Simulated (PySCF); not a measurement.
# C4HF4O: the cost of one run

Computed with PySCF 2.14.0 and routines of our own; the level stands in each step. Atoms count from 0.

## (1) The system as given

10 atoms, charge 1, multiplicity 1; geometry from: GFN2-xTB.

## (2) Magnetic properties: GIAO B3LYP/pcSseg-1

The job: settings as JSON, then the geometry in Å.

```
{"job": {"kind": "mag", "xc": "B3LYP", "basis": "pcSseg-1", "isotopologues": 0}, "charge": 1, "multiplicity": 1}
F      1.249713     2.243969    -0.056044
C      1.311010     0.986732     0.008316
C      2.049671    -0.165038     0.098059
C      0.652801    -0.252880     0.038414
O     -0.374729    -0.990899     0.027763
C     -1.696709    -0.415984    -0.058172
F     -1.889608     0.344208     0.993148
F     -2.531172    -1.399286    -0.096412
F     -1.762744     0.320063    -1.142806
H      3.000649    -0.666231     0.165206
```

Method: GIAO B3LYP/pcSseg-1 magnetisability, rotational g tensor and spin-rotation constants, non-relativistic, gas phase.

The run is started by

```console
OMP_NUM_THREADS=1 python excited_run.py task.json out
```

This one command runs all jobs of the session in turn.

Q: Estimate the wall time and peak memory of this first job on 1 thread of Intel Xeon 6975P-C, shared host.

About 17 s, with a peak of 0.72 GiB.
